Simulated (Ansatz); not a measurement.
# HfGe3 (AuCu3 type): a single-point run

Aim: a sound single-point run of HfGe3 (AuCu3 type). The structure is shown as the input types it.

Computed with Ansatz 0.2.0 (DFT PBE, scalar-relativistic, plane waves, PAW, unless a step's input says otherwise).

## 1. The structure to begin with

Symmetry: Pm-3m, No. 221, cubic system. Conventional cell: a = 4.189 Å, b = 4.189 Å, c = 4.189 Å, α = 90.00°, β = 90.00°, γ = 90.00°. Hf (site symmetry m-3m) has 12 Ge at 2.96 Å as nearest neighbours. Around Ge (site symmetry 4/mmm) lie 4 Hf at 2.96 Å and 8 Ge at 2.96 Å.

As a file:

```
CELL_PARAMETERS angstrom
4.18939 0.00000 0.00000
0.00000 4.18939 0.00000
0.00000 0.00000 4.18939
ATOMIC_POSITIONS crystal
Hf 0.00000 0.00000 0.00000
Ge 0.00000 0.50000 0.50000
Ge 0.50000 0.50000 0.00000
Ge 0.50000 0.00000 0.50000
```

## 2. The calculation

Contents of input.yaml:

```yaml
crystal:
  lattice:
    - [4.1893899931, 0.0, 0.0]
    - [0.0, 4.1893899931, 0.0]
    - [0.0, 0.0, 4.1893899931]
  atoms:
    - { symbol: Hf, position: [0.0, 0.0, 0.0] }
    - { symbol: Ge, position: [0.0, 0.5, 0.5] }
    - { symbol: Ge, position: [0.5, 0.5, 0.0] }
    - { symbol: Ge, position: [0.5, 0.0, 0.5] }
basis:
  ecutwfc: 420
  ecutrho_ratio: 4
kpoints:
  mp_grid: { grid: [8, 8, 8] }
hamiltonian:
  xc: pbe
scf:
  occupations: { method: methfessel_paxton, width: 5.0 }
  max_iter: 60
output:
  forces: true
  stress: true
```

Started as:

```console
> ansatz run input.yaml --threads 2 --pin off --max-ram 2662MiB --backend cpu --events-out ev --progress --plain --runs-dir out
```

Q: Will this input give a usable result? If not, why, and what should change?

The run converged and reported no error. That alone doesn't make the input a sound one.

The suspect setting: scf.occupations.method is methfessel_paxton; scf.occupations.width is 5.0. Occupations are smeared over electronvolts, wider than many features of the bands.

To check: set scf.occupations.method to gaussian and scf.occupations.width to 0.05.
